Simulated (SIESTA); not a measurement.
Crystal: CsLiCr2Te2S3.

```
Cs Li Cr Te S
1.0
     3.31929    1.91639    6.87982
    -3.31929    1.91639    6.87982
     0.00000   -3.83279    6.87982
Cs Li Cr Te S
1 1 2 2 3
Direct
  0.00000 0.00000 0.00000
  0.50000 0.50000 0.50000
  0.79848 0.79848 0.79848
  0.20152 0.20152 0.20152
  0.67990 0.67990 0.67990
  0.32010 0.32010 0.32010
  0.13626 0.86374 0.50000
  0.50000 0.13626 0.86374
  0.86374 0.50000 0.13626
```

The cell was built by a generator and needn't be a form met in nature.

Base run:

```yaml
Program: SIESTA 5.4.2
Functional: PBE
Potentials_or_basis: PseudoDojo 0.4 standard (PBE files)
Basis: DZP (energy shift 0.003 Ry; two zetas on semicore shells; d shell added on Cs)
Grid_cutoff: 800 Ry
Energy_shift: 0.003 Ry
k_mesh: 5 × 5 × 5
Occupations: fermi-dirac, width 0.05 eV
Spin: collinear spin, ferromagnetic start
Starting_moments: "[0.0, 0.0, 3.0, 3.0, 0.0, 0.0, 0.0, 0.0, 0.0] μB"
```

Its results: band gap on the k mesh none (metal or under the smearing width); pressure 0.4 GPa; net moment 4.00 μB per cell; site moments Cs -0.07; Li -0.04; Cr +2.70; Te -0.49; S -0.11 μB; largest force 0.359 eV/Å.

Question: The run is repeated on the same cell with these changes: hubbard terms from none to Cr d U = 6 eV. What comes out?

Answer: Band gap on the k mesh none (metal or under the smearing width); pressure 5.4 GPa; net moment 4.42 μB per cell; site moments Cs -0.13; Li -0.09; Cr +4.14; Te -0.99; S -0.55 μB; largest force 2.271 eV/Å.

Caveats: the basis of atomic orbitals isn't converged, which shifts pressures, moduli and gaps; only a ferromagnetic start was run, and an antiferromagnetic order may lie lower in energy; forces of over 1 eV/Å show positions far from the minimum, so gaps and moduli don't describe the material at rest (some runs).

Not every run made on this cell is shown here.
